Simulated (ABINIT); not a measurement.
# SrTb (P-6m2) in ABINIT: single point with PBE

Aim: the single point of SrTb with PBE.

All numbers are computed with ABINIT 10.8.3 (patched build); they aren't measurements. Logs are shortened: lines on timing, memory, paths and dates and some standing lists are left out, and cuts for length are marked. The log counts tension as positive stress, the text compression.

### 1 Starting point

It takes space group P-6m2 (No. 187, hexagonal). Conventional cell: a = 3.815 Å, b = 3.815 Å, c = 6.358 Å, α = 90.00°, β = 90.00°, γ = 120.00°. Tb (site symmetry -6m2) has 6 Tb at 3.82 Å and 6 Sr at 3.87 Å as nearest neighbours. Around Sr (site symmetry -6m2) lie 6 Sr at 3.82 Å and 6 Tb at 3.87 Å.

The cell comes from a database or a generator and needn't be the stable form of this composition.

### 2 Single point, PBE, collinear spin, ferromagnetic start

run.abi reads:

```
# Pseudopotentials
pp_dirpath "./"
pseudos "Tb.GGA_PBE-JTH.xml, Sr.GGA_PBE-JTH.xml"

# Structure
acell 3*1.0
rprim
     7.2099250417     0.0000000000     0.0000000000
    -3.6049625209     6.2439782455     0.0000000000
     0.0000000000     0.0000000000    12.0144421736
ntypat 2
znucl 65 38
natom 2
typat 1 2
xcart
    -0.0000000004     4.1626521639     0.0000000000
     3.6049625212     2.0813260816     6.0072210868

# Plane-wave basis
ecut 20.0
pawecutdg 40.0
pawxcdev 0

# k points
kptopt 1
ngkpt 8 8 4
nshiftk 1
shiftk 0.0 0.0 0.0

# Exchange and correlation
ixc 11

# Bands and occupations
nband 23
occopt 3
tsmear 0.05 eV

# Spin
nsppol 2
spinat
     0.0000000000     0.0000000000     7.0000000000
     0.0000000000     0.0000000000     0.0000000000

# SCF cycle
nstep 100
tolvrs 1.0e-9

# Output
iomode 3
prtwf 0
prtden 0
prteig 0
prtebands 0
enunit 2
```

Potentials or basis: JTH PAW PBE v2.0.

Launch:

```bash
> abinit run.abi > log 2>&1
```

run.abo:

```text
.Version 10.8.3 of ABINIT
 Symmetries : space group P-6 m 2 (#187); Bravais hP (primitive hexag.)
================================================================================
 Values of the parameters that define the memory need of the present run
     intxc =       0    ionmov =       0      iscf =      17    lmnmax =      32
     lnmax =       8     mgfft =      50  mpssoang =       4    mqgrid =    3421
     natom =       2  nloc_mem =       2    nspden =       2   nspinor =       1
    nsppol =       2      nsym =      12    n1xccc =       1    ntypat =       2
    occopt =       3   xclevel =       2
       mpw =        2332          nfft =       45000          nkpt =          30
 PAW method is used; the additional fine FFT grid is defined by:
   mgfftf=        72    nfftf =    145800
================================================================================
================================================================================

--------------------------------------------------------------------------------
------------- Echo of variables that govern the present computation ------------
--------------------------------------------------------------------------------
 -outvars: echo values of preprocessed input variables --------
            acell      1.0000000000E+00  1.0000000000E+00  1.0000000000E+00 Bohr
              amu      1.58925340E+02  8.76200000E+01
             ecut      2.00000000E+01 Hartree
           enunit           2
              ixc          11
         kptrlatt        8    0    0      0    8    0      0    0    4
          kptrlen      4.80577687E+01
            natom           2
            nband          23
            ngfft          30      30      50
          ngfftdg          45      45      72
             nkpt          30
           nspden           2
           nsppol           2
            nstep         100
             nsym          12
           ntypat           2
           occopt           3
        pawecutdg      4.00000000E+01 Hartree
         pawxcdev           0
           prtden           0
        prtebands           0
           prteig           0
            prtwf           0
            rprim      7.2099250417E+00  0.0000000000E+00  0.0000000000E+00
                      -3.6049625209E+00  6.2439782455E+00  0.0000000000E+00
                       0.0000000000E+00  0.0000000000E+00  1.2014442174E+01
          spgroup         187
           spinat      0.0000000000E+00  0.0000000000E+00  7.0000000000E+00
                       0.0000000000E+00  0.0000000000E+00  0.0000000000E+00
           tolvrs      1.00000000E-09
           tsmear      1.83746611E-03 Hartree
            typat      1  2
           useylm           1
           xangst     -2.1167103495E-10  2.2027806606E+00  0.0000000000E+00
                       1.9076640107E+00  1.1013903303E+00  3.1788844978E+00
            xcart     -4.0000028484E-10  4.1626521639E+00  0.0000000000E+00
                       3.6049625205E+00  2.0813260821E+00  6.0072210868E+00
             xred      3.3333333330E-01  6.6666666670E-01  0.0000000000E+00
                       6.6666666663E-01  3.3333333337E-01  5.0000000000E-01
            znucl       65.00000   38.00000

================================================================================

 chkinp: Checking input parameters for consistency.

================================================================================
== DATASET  1 ==================================================================

--- !DatasetInfo
iteration_state: {dtset: 1, }
dimensions: {natom: 2, nkpt: 30, mband: 23, nsppol: 2, nspinor: 1, nspden: 2, mpw: 2332, }
cutoff_energies: {ecut:  20.0, pawecutdg:  40.0, }
electrons: {nelect:   2.90000000E+01, charge:   0.00000000E+00, occopt:   3.00000000E+00, tsmear:   1.83746611E-03, }
meta: {optdriver: 0, ionmov: 0, optcell: 0, iscf: 17, paral_kgb: 0, }
...

 Exchange-correlation functional for the present dataset will be:
  GGA: Perdew-Burke-Ernzerhof functional - ixc=11
  J.P.Perdew, K.Burke, M.Ernzerhof, PRL 77, 3865 (1996)

 Real(R)+Recip(G) space primitive vectors, cartesian coordinates (Bohr,Bohr^-1):
 R(1)=  7.2099250  0.0000000  0.0000000  G(1)=  0.1386977  0.0800772  0.0000000
 R(2)= -3.6049625  6.2439782  0.0000000  G(2)=  0.0000000  0.1601543  0.0000000
 R(3)=  0.0000000  0.0000000 12.0144422  G(3)=  0.0000000  0.0000000  0.0832332
 Unit cell volume ucvol=  5.4087355E+02 bohr^3
 Angles (23,13,12)=  9.00000000E+01  9.00000000E+01  1.20000000E+02 degrees

 Coarse grid specifications (used for wave-functions):

 getcut: wavevector=  0.0000  0.0000  0.0000  ngfft=  30  30  50
         ecut(hartree)=     20.000   => boxcut(ratio)=   2.06722

 Fine grid specifications (used for densities):

 getcut: wavevector=  0.0000  0.0000  0.0000  ngfft=  45  45  72
         ecut(hartree)=     40.000   => boxcut(ratio)=   2.10491

--- Pseudopotential description ------------------------------------------------
- pspini: atom type   1  psp file is ./Tb.GGA_PBE-JTH.xml
 Pseudopotential format is: paw10
 basis_size (lnmax)=  8 (lmn_size= 32), orbitals=   0   0   1   1   2   2   3   3
 Spheres core radius: rc_sph= 2.50265922
 Shapefunction is SIN type: shapef(r)=[sin(pi*r/rshp)/(pi*r/rshp)]**2
 Radius for shape functions =  2.31081678
[... 66 lines left out ...]
- [ -2.43058136E-05,   8.93434078E-14,   0.00000000E+00, ]
- [  8.93434078E-14,  -2.43058136E-05,   0.00000000E+00, ]
- [  0.00000000E+00,   0.00000000E+00,  -2.93905663E-05, ]
pressure_GPa:   7.6497E-01
xred      :
- [  3.3333E-01,   6.6667E-01,   0.0000E+00, Tb]
- [  6.6667E-01,   3.3333E-01,   5.0000E-01, Sr]
cartesian_forces: # hartree/bohr
- [ -0.00000000E+00,  -0.00000000E+00,  -0.00000000E+00, ]
- [ -0.00000000E+00,  -0.00000000E+00,  -0.00000000E+00, ]
force_length_stats: {min:   0.00000000E+00, max:   0.00000000E+00, mean:   0.00000000E+00, }
...

 Integrated electronic and magnetization densities in atomic spheres:
 ------------------------------------------------------------------------------------------------------------
 Radius=ratsph(iatom), smearing ratsm=  0.0000. Diff(up-dn)=approximate z local magnetic moment.
    Atom    Radius    up_density   dn_density  Total(up+dn)  Diff(up-dn)
    1 Tb   2.50266    11.172207     5.265514     16.437720     5.906693
    2 Sr   2.20670     3.653849     3.640838      7.294687     0.013011
 ------------------------------------------------------------------------------------------------------------
  Sum:                14.826056     8.906351     23.732407     5.919705
 Total magnetization (from the atomic spheres):                5.919705
 Total magnetization (exact up - dn):                          6.335448

================================================================================

 ----iterations are completed or convergence reached----

 Mean square residual over all n,k,spin=   52.424E-09; max=  62.283E-06
 reduced coordinates (array xred) for    2 atoms
       0.333333333301      0.666666666704      0.000000000000
       0.666666666634      0.333333333371      0.500000000000
 rms dE/dt=  0.0000E+00; max dE/dt=  0.0000E+00; dE/dt below (all hartree)
    1       0.000000000000      0.000000000000      0.000000000000
    2       0.000000000000      0.000000000000      0.000000000000

 cartesian coordinates (angstrom) at end:
    1     -0.00000000021167     2.20278066055755     0.00000000000000
    2      1.90766401069622     1.10139033034051     3.17888449783392

 cartesian forces (hartree/bohr) at end:
    1     -0.00000000000000    -0.00000000000000    -0.00000000000000
    2     -0.00000000000000    -0.00000000000000    -0.00000000000000
 frms,max,avg= 0.0000000E+00 0.0000000E+00   0.000E+00  0.000E+00  0.000E+00 h/b

 cartesian forces (eV/Angstrom) at end:
    1     -0.00000000000000    -0.00000000000000    -0.00000000000000
    2     -0.00000000000000    -0.00000000000000    -0.00000000000000
 frms,max,avg= 0.0000000E+00 0.0000000E+00   0.000E+00  0.000E+00  0.000E+00 e/A
 length scales=  1.000000000000  1.000000000000  1.000000000000 bohr
              =  0.529177210544  0.529177210544  0.529177210544 angstroms
 Fermi (or HOMO) energy (hartree) =   0.11988   Average Vxc (hartree)=  -0.31923
 Magnetization (Bohr magneton)=  6.33544981E+00
 Total spin up =  1.76677249E+01   Total spin down =  1.13322751E+01
 Eigenvalues (hartree) for nkpt=  30  k points, SPIN UP:
 kpt#   1, nband= 23, wtk=  0.00391, kpt=  0.0000  0.0000  0.0000 (reduced coord)
  -1.59330   -1.19509   -0.73934   -0.72571   -0.72571   -0.53431   -0.52750   -0.52750
  -0.04220   -0.03895   -0.03895   -0.03593   -0.03525   -0.03525   -0.02788   -0.01463
   0.05837    0.13632    0.18095    0.18095    0.19240    0.22860    0.22860
      occupation numbers for kpt#   1
   1.00000    1.00000    1.00000    1.00000    1.00000    1.00000    1.00000    1.00000
   1.00000    1.00000    1.00000    1.00000    1.00000    1.00000    1.00000    1.00000
   1.00000    0.00013    0.00000    0.00000    0.00000    0.00000    0.00000
 prteigrs : prtvol=0 or 1, do not print more k-points.

 Eigenvalues (hartree) for nkpt=  30  k points, SPIN DOWN:
 kpt#   1, nband= 23, wtk=  0.00391, kpt=  0.0000  0.0000  0.0000 (reduced coord)
  -1.49653   -1.19464   -0.66731   -0.65337   -0.65337   -0.53305   -0.52722   -0.52722
  -0.02774    0.07150    0.11585    0.12065    0.12423    0.12423    0.12908    0.12908
   0.15083    0.15219    0.20767    0.21048    0.21048    0.23982    0.23982
      occupation numbers for kpt#   1
   1.00000    1.00000    1.00000    1.00000    1.00000    1.00000    1.00000    1.00000
   1.00000    1.00000    0.89979    0.39617    0.08566    0.08566    0.00666    0.00666
   0.00000    0.00000    0.00000    0.00000    0.00000    0.00000    0.00000
 prteigrs : prtvol=0 or 1, do not print more k-points.

 Fermi (or HOMO) energy (eV) =   3.26206   Average Vxc (eV)=  -8.68663
 Eigenvalues (   eV  ) for nkpt=  30  k points, SPIN UP:
 kpt#   1, nband= 23, wtk=  0.00391, kpt=  0.0000  0.0000  0.0000 (reduced coord)
 -43.35596  -32.52012  -20.11844  -19.74747  -19.74747  -14.53944  -14.35407  -14.35407
  -1.14827   -1.05980   -1.05980   -0.97766   -0.95925   -0.95925   -0.75873   -0.39819
   1.58823    3.70933    4.92383    4.92383    5.23548    6.22063    6.22063
 prteigrs : prtvol=0 or 1, do not print more k-points.

 Eigenvalues (   eV  ) for nkpt=  30  k points, SPIN DOWN:
 kpt#   1, nband= 23, wtk=  0.00391, kpt=  0.0000  0.0000  0.0000 (reduced coord)
 -40.72257  -32.50794  -18.15855  -17.77907  -17.77907  -14.50507  -14.34642  -14.34642
  -0.75489    1.94564    3.15231    3.28313    3.38045    3.38045    3.51232    3.51232
   4.10431    4.14125    5.65101    5.72740    5.72740    6.52572    6.52572
 prteigrs : prtvol=0 or 1, do not print more k-points.

--- !EnergyTerms
iteration_state     : {dtset: 1, }
comment             : Components of total free energy in Hartree
kinetic             :  2.11001158594401E+01
hartree             :  4.74029694949576E+01
xc                  : -1.25367387514835E+01
Ewald energy        : -9.72015758094195E+01
psp_core            :  6.04776467173559E+00
local_psp           : -1.09587702174679E+02
PAW spherical_terms : -1.65033089849058E+01
internal            : -1.61278475694355E+02
'-kT*entropy'       : -4.59605232181019E-03
total_energy        : -1.61283071746676E+02
total_energy_eV     : -4.38873596023708E+03
...

--- !EnergyTermsDC
iteration_state     : {dtset: 1, }
comment             : '"Double-counting" decomposition of free energy'
band_energy         : -1.25803669730788E+01
Ewald energy        : -9.72015758094195E+01
psp_core            :  6.04776467173559E+00
xc_dc               : -4.57359800240105E+01
PAW spherical_terms : -1.18083160731410E+01
internal            : -1.61278474207914E+02
'-kT*entropy'       : -4.59605232181019E-03
total_energy_dc     : -1.61283070260236E+02
total_energy_dc_eV  : -4.38873591978897E+03
...

--- !EnergyTermsWithPAWCore
iteration_state     : {dtset: 1, }
comment             : 'Components of total free energy, including PAW core contributions'
Total energy        : -1.48887691381865E+04
Total energy DC     : -1.48887691367000E+04
Total energy (eV)   : -4.05144047746434E+05
Total energy DC (eV): -4.05144047705985E+05
...

 Cartesian components of stress tensor (hartree/bohr^3)
  sigma(1 1)= -2.43058136E-05  sigma(3 2)=  0.00000000E+00
  sigma(2 2)= -2.43058136E-05  sigma(3 1)=  0.00000000E+00
  sigma(3 3)= -2.93905663E-05  sigma(2 1)=  8.93434078E-14

-Cartesian components of stress tensor (GPa)         [Pressure=  7.6497E-01 GPa]
- sigma(1 1)= -7.15101725E-01  sigma(3 2)=  0.00000000E+00
- sigma(2 2)= -7.15101726E-01  sigma(3 1)=  0.00000000E+00
- sigma(3 3)= -8.64700313E-01  sigma(2 1)=  2.62857381E-09

== END DATASET(S) ==============================================================
================================================================================

 -outvars: echo values of variables after computation  --------
            acell      1.0000000000E+00  1.0000000000E+00  1.0000000000E+00 Bohr
           etotal     -1.6128307026E+02
            fcart     -0.0000000000E+00 -0.0000000000E+00 -0.0000000000E+00
                      -0.0000000000E+00 -0.0000000000E+00 -0.0000000000E+00
            rprim      7.2099250417E+00  0.0000000000E+00  0.0000000000E+00
                      -3.6049625209E+00  6.2439782455E+00  0.0000000000E+00
                       0.0000000000E+00  0.0000000000E+00  1.2014442174E+01
           strten     -2.4305813600E-05 -2.4305813623E-05 -2.9390566260E-05
                       0.0000000000E+00  0.0000000000E+00  8.9343407756E-14
           xangst     -2.1167103495E-10  2.2027806606E+00  0.0000000000E+00
                       1.9076640107E+00  1.1013903303E+00  3.1788844978E+00
             xred      3.3333333330E-01  6.6666666670E-01  0.0000000000E+00
                       6.6666666663E-01  3.3333333337E-01  5.0000000000E-01
 Calculation completed.
```

Wall time 7.3 min (1 thread of Arm Neoverse V2, shared host); peak memory 0.24 GiB.

What came out:

- Free energy: -4388.7359 eV
- Pressure: 0.8 GPa
- Band gap on the k mesh: none (metal or under the smearing width)
- Net moment: 6.34 μB per cell
- Site moments: Tb +5.91; Sr +0.01 μB
- Valence electrons inside the program's atomic spheres: Tb 16.44; Sr 7.29

Levels at points of the mesh, in eV from the Fermi level:
Spin up:
| k point | band 13 | band 14 | band 15 | band 16 | band 17 | band 18 | band 19 | band 20 | band 21 | band 22 |
| --- | --- | --- | --- | --- | --- | --- | --- | --- | --- | --- |
| (0.00, 0.00, 0.00) | -4.22 | -4.22 | -4.02 | -3.66 | -1.67 | 0.45 | 1.66 | 1.66 | 1.97 | 2.96 |
| (0.50, 0.00, 0.00) | -4.21 | -4.09 | -3.58 | -1.58 | -0.69 | -0.59 | 0.09 | 1.37 | 1.85 | 2.10 |
| (0.00, 0.00, 0.50) | -4.22 | -4.02 | -3.67 | -3.54 | -2.76 | 0.50 | 1.48 | 1.58 | 1.58 | 2.45 |
| (0.50, 0.00, 0.50) | -4.21 | -4.09 | -3.58 | -1.57 | -1.22 | 0.03 | 0.50 | 1.04 | 1.76 | 2.42 |
Spin down:
```
           k point  band 8  band 9  band 10  band 11  band 12  band 13  band 14  band 15
(0.00, 0.00, 0.00)  -17.61   -4.02    -1.32    -0.11     0.02     0.12     0.12     0.25
(0.50, 0.00, 0.00)  -17.71   -1.05    -0.50    -0.22     0.02     0.07     0.11     0.12
(0.00, 0.00, 0.50)  -17.61   -2.95    -2.64    -0.11     0.01     0.12     0.12     0.26
(0.50, 0.00, 0.50)  -17.71   -1.09    -0.92     0.02     0.05     0.07     0.10     0.19
```

Caveat: the magnetic or orbital state may not be the lowest; spin-orbit coupling is left out, which moves the levels of the heavy elements; without U or exact exchange the open f shell lies at the Fermi level, which spoils levels, moments and volumes. The state reached can hang on the start; a lower one may exist.

### 3 The reference run

An earlier run on the cell as given: functional PBE; potentials or basis JTH PAW PBE v2.0; cutoff 544 eV; k mesh 8 × 8 × 4; occupations fermi-dirac, width 0.05 eV; collinear spin, ferromagnetic start; starting moments [6.0, 0.0] μB.

* Pressure: 1.4 GPa
* Band gap on the k mesh: none (metal or under the smearing width)
* Net moment: 0.13 μB per cell
* Site moments: Tb +0.10; Sr -0.01 μB
* Valence electrons inside the program's atomic spheres: Tb 16.53; Sr 7.29
